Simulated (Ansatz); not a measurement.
Task: a single point from an input typed as a dict of Cs2NaTlBr6, space group Fm-3m, with Ansatz's Python interface. Give the script and its output. Use: LDA, PAW, cutoff 470 eV, 3×3×3 k-points, fixed occupations.

```
Cs Na Tl Br
1.0
     0.00000    5.74546    5.74546
     5.74546    0.00000    5.74546
     5.74546    5.74546    0.00000
Cs Na Tl Br
2 1 1 6
Direct
  0.75000 0.75000 0.75000
  0.25000 0.25000 0.25000
  0.50000 0.50000 0.50000
  0.00000 0.00000 0.00000
  0.75696 0.24304 0.24304
  0.24304 0.24304 0.75696
  0.24304 0.75696 0.75696
  0.24304 0.75696 0.24304
  0.75696 0.24304 0.75696
  0.75696 0.75696 0.24304
```

The script, `deck.py`:
```python
import ansatz as az


def main() -> None:
    inputs = {
        'crystal': {
            'lattice': [[0.0, 5.74546, 5.74546], [5.74546, 0.0, 5.74546], [5.74546, 5.74546, 0.0]],
            'atoms': [
                {'symbol': 'Cs', 'position': [0.75, 0.75, 0.75]},
                {'symbol': 'Cs', 'position': [0.25, 0.25, 0.25]},
                {'symbol': 'Na', 'position': [0.5, 0.5, 0.5]},
                {'symbol': 'Tl', 'position': [0.0, 0.0, 0.0]},
                {'symbol': 'Br', 'position': [0.756959, 0.243041, 0.243041]},
                {'symbol': 'Br', 'position': [0.243041, 0.243041, 0.756959]},
                {'symbol': 'Br', 'position': [0.243041, 0.756959, 0.756959]},
                {'symbol': 'Br', 'position': [0.243041, 0.756959, 0.243041]},
                {'symbol': 'Br', 'position': [0.756959, 0.243041, 0.756959]},
                {'symbol': 'Br', 'position': [0.756959, 0.756959, 0.243041]},
            ],
        },
        'kpoints': {'mp_grid': {'grid': [3, 3, 3]}},
        'hamiltonian': {'xc': 'lda'},
        'scf': {'occupations': {'method': 'fixed'}, 'initial_density': {'chi_scale': 0.1}},
        'basis': {'ecutwfc': 470},
        'output': {'stress': True, 'eigenvalues': True},
    }

    outcome = az.Session.from_dict(inputs).plan().execute()
    summary = outcome.report

    print(f'free energy      {summary["free_energy_ev"]:.5f} eV')
    print(f'per atom         {summary["free_energy_ev"] / len(outcome.lattice.sites):.5f} eV')
    print(f'SCF iterations   {summary["n_iterations"]}  (converged: {summary["converged"]})')

    fermi = summary['fermi_energy_ev']
    print('levels less the Fermi level (eV) at the first k-points')
    for k, levels in list(zip(summary['kpoints_frac'], summary['eigenvalues_ev']))[:6]:
        print('k = ({:.3f}, {:.3f}, {:.3f})'.format(*k))
        print('   ', ' '.join(f'{e - fermi:.3f}' for e in levels))

    print('doubts on the final state:', summary['published_state_doubts'] or 'none')
    print('warnings:', sorted({n['data']['kind'] for n in outcome.notices if n['data'].get('severity') in ('warning', 'doubt')}) or 'none')


if __name__ == '__main__':
    main()
```

Output of `python deck.py`:
```text
free energy      -39798.11298 eV
per atom         -3979.81130 eV
SCF iterations   8  (converged: True)
levels less the Fermi level (eV) at the first k-points
k = (0.000, 0.000, 0.000)
    -49.675 -22.184 -22.184 -22.184 -19.690 -19.686 -13.291 -12.963 -12.963 -12.922 -12.922 -12.922 -10.063 -10.063 -10.063 -9.986 -9.986 -6.484 -6.484 -6.484 -6.432 -6.432 -6.432 -5.535 -2.343 -2.343 -2.343 -1.309 -1.309 -1.309 -0.555 -0.555 -0.555 -0.403 -0.403 -0.342 -0.342 -0.342 -0.000 -0.000 0.000 0.622 4.437 5.110 5.110 5.110 5.501 5.501 6.009
k = (0.000, 0.000, 0.333)
    -49.675 -22.184 -22.184 -22.184 -19.689 -19.687 -13.241 -12.989 -12.989 -12.988 -12.896 -12.896 -10.062 -10.062 -10.062 -9.993 -9.993 -6.460 -6.460 -6.434 -6.434 -6.433 -6.407 -5.411 -2.618 -2.111 -2.111 -1.362 -1.203 -1.203 -0.964 -0.811 -0.811 -0.729 -0.729 -0.437 -0.334 -0.334 -0.147 -0.147 -0.142 1.375 4.803 5.307 5.948 5.948 6.034 6.034 6.240
k = (0.000, 0.333, 0.333)
    -49.675 -22.184 -22.184 -22.184 -19.689 -19.687 -13.232 -13.036 -12.962 -12.927 -12.927 -12.920 -10.062 -10.062 -10.062 -10.006 -9.986 -6.456 -6.456 -6.421 -6.418 -6.418 -6.418 -5.378 -2.272 -2.272 -2.231 -1.509 -1.131 -1.085 -1.085 -0.952 -0.681 -0.669 -0.669 -0.458 -0.458 -0.427 -0.427 -0.408 -0.011 1.565 5.426 5.812 5.812 5.929 6.193 6.299 6.702
k = (0.000, 0.333, -0.333)
    -49.675 -22.184 -22.184 -22.184 -19.688 -19.688 -13.204 -13.057 -12.989 -12.933 -12.927 -12.897 -10.062 -10.062 -10.062 -10.004 -9.993 -6.442 -6.431 -6.431 -6.425 -6.412 -6.406 -5.331 -2.484 -2.162 -2.051 -1.405 -1.315 -1.135 -1.053 -0.974 -0.802 -0.744 -0.658 -0.649 -0.480 -0.474 -0.378 -0.335 -0.144 1.765 5.357 6.113 6.220 6.584 6.593 6.621 6.885
doubts on the final state: none
warnings: none
```

Reading the output:
- The settings weren't tested for convergence.
- The Fermi level of a run with fixed occupations marks the highest occupied state on its mesh, not mid-gap.
- The structure comes from a database of computed cells and needn't be a stable or known phase.
- Gaps and levels are Kohn-Sham values on a finite set of k-points, without spin-orbit coupling.
- Finished in 6.4 s on 1 thread of Arm Neoverse V2, with other jobs on the host, peak memory 0.63 GiB.

(Lines on the test bed's own set-up are left out of the output.)
